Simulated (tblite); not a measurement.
# C5H15NOSi2: the cost of one run

Computed with tblite 0.8.0 and PySCF 2.14.0, with density-fitted response routines of our own, on a single molecule in the gas phase. Atoms are numbered from 0 throughout.

## Step 1: The starting structure

24 atoms, charge 0, multiplicity 1; geometry from: force field or distance geometry start.

Bonds of the start (Å): C0–C1 1.54, C1–C2 1.51, C2–C3 1.52, C3–C4 1.51, C4–O5 1.22, C4–Si6 1.85, Si6–N7 1.77, Si6–Si8 2.20, C0–H9 1.08, C0–H10 1.11, C0–H11 1.12, C1–H12 1.09, C1–H13 1.10, C2–H14 1.09, C2–H15 1.11, C3–H16 1.10, C3–H17 1.10, Si6–H18 1.48, N7–H19 1.05, N7–H20 1.03, Si8–H21 1.47, Si8–H22 1.46, Si8–H23 1.46.

## Step 2: Optimising the geometry with GFN2-xTB

Job settings and geometry (Å):

```
{"job": {"kind": "relax", "xc": "GFN2-xTB", "basis": "xTB"}, "charge": 0, "multiplicity": 1}
C      3.936400    -0.267300    -0.376800
C      2.633700     0.550000    -0.359700
C      1.532600    -0.438200    -0.077800
C      0.195900     0.289800    -0.045800
C     -0.835200    -0.771300     0.240100
O     -0.413800    -1.912700     0.349900
Si    -2.632900    -0.359800     0.371200
N     -3.620100    -1.405100    -0.663100
Si    -2.914700     1.736000    -0.252800
H      4.225400    -0.394800    -1.413500
H      4.727000     0.265500     0.188400
H      3.719000    -1.252500     0.109600
H      2.528500     1.045600    -1.327800
H      2.702900     1.289700     0.452700
H      1.682300    -0.965700     0.863000
H      1.510700    -1.163800    -0.916000
H      0.006700     0.718000    -1.044800
H      0.222600     1.038800     0.756000
H     -3.066600    -0.573900     1.769800
H     -4.127800    -2.131800    -0.104500
H     -3.102900    -1.829700    -1.445500
H     -2.200000     2.636700     0.666100
H     -4.339400     2.029400    -0.303200
H     -2.381900     1.887000    -1.598800
```

The run is started by

```
> OMP_NUM_THREADS=1 python probes_run.py task.json out
```

One launch serves the whole session: the jobs run in the order shown.

Q: Estimate the wall time and peak memory of this first job on 1 thread of Arm Neoverse N1, shared host.

About 4.2 s, with a peak of 0.18 GiB.
